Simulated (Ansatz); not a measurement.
# HSeO+ (SMILES [OH+]=[Se]): functionals against CCSD(T) at one geometry

The task here is to estimate one member of a computed series from the others.

Method: single points in def2-TZVPP; program: Ansatz 0.2.0, Gaussian basis.

Correlated methods freeze the cores. Filled d shells of the heavier atoms are correlated. B3LYP uses VWN-RPA correlation.

## Starting geometry

3 atoms, charge 1, spin multiplicity 1.

Atoms are counted from 1 here; the program's logs count them from 0.

Bond lengths: O1–Se2 1.788 Å, O1–H3 0.737 Å. Angles: Se2–O1–H3 131.2°.

Geometry (Å):

| atom | x (Å) | y (Å) | z (Å) |
| --- | --- | --- | --- |
| O1 | 0.0326 | -0.4550 | -0.0327 |
| Se2 | 0.9148 | 0.9934 | 0.5326 |
| H3 | -0.6168 | -0.5250 | -0.3735 |

The first run:

The input, run/in.yaml:

```yaml
crystal:
  periodic: [false, false, false]
  atoms:
    - {symbol: O, position_ang: [0.032600, -0.455000, -0.032700]}
    - {symbol: Se, position_ang: [0.914800, 0.993400, 0.532600]}
    - {symbol: H, position_ang: [-0.616800, -0.525000, -0.373500]}
basis:
  gaussian: {orbitals: def2-TZVPP}
total_charge: 1
correlation: {method: ccsd_t}
output: {forces: true}
```

No record of the launch command was kept for these runs.

Among the steps run: CCSD(T)/def2-TZVPP; PBE0-D4/def2-TZVPP; wB97M-V/def2-TZVPP; r2SCAN-D4/def2-TZVPP; PBE-D4/def2-TZVPP; CAM-B3LYP-D4/def2-TZVPP; B3LYP-D4/def2-TZVPP.

One of the session's tables, all rows but one given; the rest of the session is left out.

```
      method  RMS force component (eV/Å)  angle to CCSD(T) forces (°)
     CCSD(T)                      14.014                    reference
     PBE0-D4                      14.112                          1.2
     wB97M-V                      14.086                          1.5
   r2SCAN-D4                           ?                            ?
      PBE-D4                      14.105                          0.8
CAM-B3LYP-D4                      14.083                          1.5
    B3LYP-D4                      13.955                          0.3
```

Q: Estimate the row for r2SCAN-D4 from the others.

As computed: RMS force component (eV/Å): 14.018; angle to CCSD(T) forces (°): 0.4. In the column «RMS force component (eV/Å)» it lies between CCSD(T) (14.014) and CAM-B3LYP-D4 (14.083).
